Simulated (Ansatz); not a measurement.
# Cs3GaC: the cost of one run

Program: Ansatz 0.2.0. Level of theory: DFT PBE, scalar-relativistic, plane waves, PAW. These are calculated values, not measurements.

**1. The starting structure**

The structure is tetragonal, space group P4/mbm (No. 127). The conventional cell has a = 9.127 Å, b = 9.127 Å, c = 6.454 Å, α = 90.00°, β = 90.00°, γ = 90.00°. Cs (site symmetry m2m) is surrounded by 2 C at 3.25 Å. Around Cs (site symmetry 4/m) lie 2 C at 3.23 Å. Ga (site symmetry mmm) has 4 Cs at 4.30 Å as nearest neighbours. C (site symmetry 4/m) has 6 Cs at 3.23 to 3.25 Å as nearest neighbours.

As a file:

```
CELL_PARAMETERS angstrom
9.12709 0.00000 0.00000
0.00000 9.12709 0.00000
0.00000 0.00000 6.45382
ATOMIC_POSITIONS crystal
Cs 0.77977 0.27977 0.00000
Cs 0.72023 0.77977 0.00000
Cs 0.50000 0.50000 0.50000
Cs 0.22023 0.72023 0.00000
Cs 0.27977 0.22023 0.00000
Cs 0.00000 0.00000 0.50000
Ga 0.00000 0.50000 0.50000
Ga 0.50000 0.00000 0.50000
C 0.50000 0.50000 0.00000
C 0.00000 0.00000 0.00000
```

The cell is invented: antiperovskite family, tilts a0a0c+ (P4/mbm, No. 127). The dimensions are guesses.

**2. A first look at the guess**

Contents of input.yaml:

```yaml
crystal:
  lattice:
    - [9.12708632, 0.0, 0.0]
    - [0.0, 9.12708632, 0.0]
    - [0.0, 0.0, 6.45382463]
  atoms:
    - { symbol: Cs, position: [0.77977483, 0.27977483, 0.0] }
    - { symbol: Cs, position: [0.72022517, 0.77977483, 0.0] }
    - { symbol: Cs, position: [0.5, 0.5, 0.5] }
    - { symbol: Cs, position: [0.22022517, 0.72022517, 0.0] }
    - { symbol: Cs, position: [0.27977483, 0.22022517, 0.0] }
    - { symbol: Cs, position: [0.0, 0.0, 0.5] }
    - { symbol: Ga, position: [0.0, 0.5, 0.5] }
    - { symbol: Ga, position: [0.5, 0.0, 0.5] }
    - { symbol: C, position: [0.5, 0.5, 0.0] }
    - { symbol: C, position: [0.0, 0.0, 0.0] }
basis:
  ecutwfc: 420
kpoints:
  mp_grid: { grid: [2, 2, 4] }
hamiltonian:
  xc: pbe
scf:
  occupations: { method: gaussian, width: 0.1 }
  lower_state_search: "off"
output:
  forces: true
  stress: true
  eigenvalues: true
```

Launch:

```bash
$ ansatz run input.yaml --threads 1 --pin off --max-ram 2560MiB --backend cpu --events-out ev --progress --plain --runs-dir out
```

What time and memory should one allow on 1 thread of Intel Xeon at 2.70GHz, shared host?

About 32 s, with a peak of 0.77 GiB.
